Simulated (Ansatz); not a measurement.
**CH5Cl2GaO: small, medium and large basis sets**

One table from this session's results is given with a row withheld; the runs are named, their logs left out.

Computed with Ansatz 0.2.0, Gaussian basis. Level: one geometry, several basis sets.

Plan: PBE0-D4/def2-SVP; ωB97M-V/def2-SVP; PBE0-D4/def2-QZVPP; ωB97M-V/def2-QZVPP; the functionals' def2-TZVPP values are taken from earlier runs.

## Structure used throughout

The geometry comes from an earlier relaxation with PBE0-D4 in a triple-zeta def2 set; it is a stationary point, not always the lowest conformer.

SMILES `[CH3][Ga-]([OH2+])([Cl])[Cl]`, 10 atoms, charge 0, spin multiplicity 1.

Atoms are counted from 1 here; the program's logs count them from 0.

Bond lengths: C1–Ga2 1.946 Å, C1–H6 1.090 Å, C1–H7 1.090 Å, C1–H8 1.091 Å, Ga2–O3 2.119 Å, Ga2–Cl4 2.183 Å, Ga2–Cl5 2.183 Å, O3–H9 0.968 Å, O3–H10 0.968 Å. Angles: Ga2–C1–H6 110.2°, Ga2–C1–H7 110.2°, Ga2–C1–H8 109.7°, H6–C1–H7 109.4°, H6–C1–H8 108.6°, H7–C1–H8 108.6°, C1–Ga2–O3 108.3°, C1–Ga2–Cl4 121.1°, C1–Ga2–Cl5 121.1°, O3–Ga2–Cl4 92.0°, O3–Ga2–Cl5 92.0°, Cl4–Ga2–Cl5 112.3°, Ga2–O3–H9 104.1°, Ga2–O3–H10 104.1°, H9–O3–H10 106.7°.

Set-up of the first run:

Input file in.yaml:

```yaml
crystal:
  periodic: [false, false, false]
  atoms:
    - {symbol: C, position_ang: [-1.562158, -0.523423, 0.289430]}
    - {symbol: Ga, position_ang: [-0.002444, 0.261271, -0.570213]}
    - {symbol: O, position_ang: [1.653141, 0.048144, 0.735106]}
    - {symbol: Cl, position_ang: [1.037774, -0.776642, -2.184078]}
    - {symbol: Cl, position_ang: [0.258921, 2.425769, -0.672973]}
    - {symbol: H, position_ang: [-1.770260, -0.013362, 1.230550]}
    - {symbol: H, position_ang: [-1.393664, -1.583694, 0.480687]}
    - {symbol: H, position_ang: [-2.431783, -0.421011, -0.361545]}
    - {symbol: H, position_ang: [2.313446, -0.419722, 0.204687]}
    - {symbol: H, position_ang: [1.980126, 0.951370, 0.851346]}
basis:
  gaussian: {orbitals: def2-SVP}
hamiltonian: {xc: pbe0, dispersion: d4}
output: {orbitals: {seedname: orbitals}}
```

Launch:

```
$ ansatz run in.yaml --threads 2 --pin off --events-out ev --progress --plain --max-ram 32768MiB --backend cpu
```

Among the steps run: PBE0-D4 in def2-SVP; ωB97M-V in def2-SVP; PBE0-D4 in def2-QZVPP; ωB97M-V in def2-QZVPP.

One of the session's tables, all rows but one given; the rest of the session is left out.

It belongs to the step «Functionals by basis». 

```
functional       basis  HOMO (eV)  LUMO (eV)
   PBE0-D4    def2-SVP      -8.18       0.17
   PBE0-D4  def2-TZVPP      -8.33      -0.31
   PBE0-D4  def2-QZVPP      -8.37      -0.57
   ωB97M-V    def2-SVP     -10.34       1.91
   ωB97M-V  def2-TZVPP     -10.52       1.26
   ωB97M-V  def2-QZVPP          ?          ?
```

Estimate the missing values for ωB97M-V, def2-QZVPP.

The run gave: HOMO (eV): -10.57; LUMO (eV): 0.80. In the column «HOMO (eV)» it is the lowest.
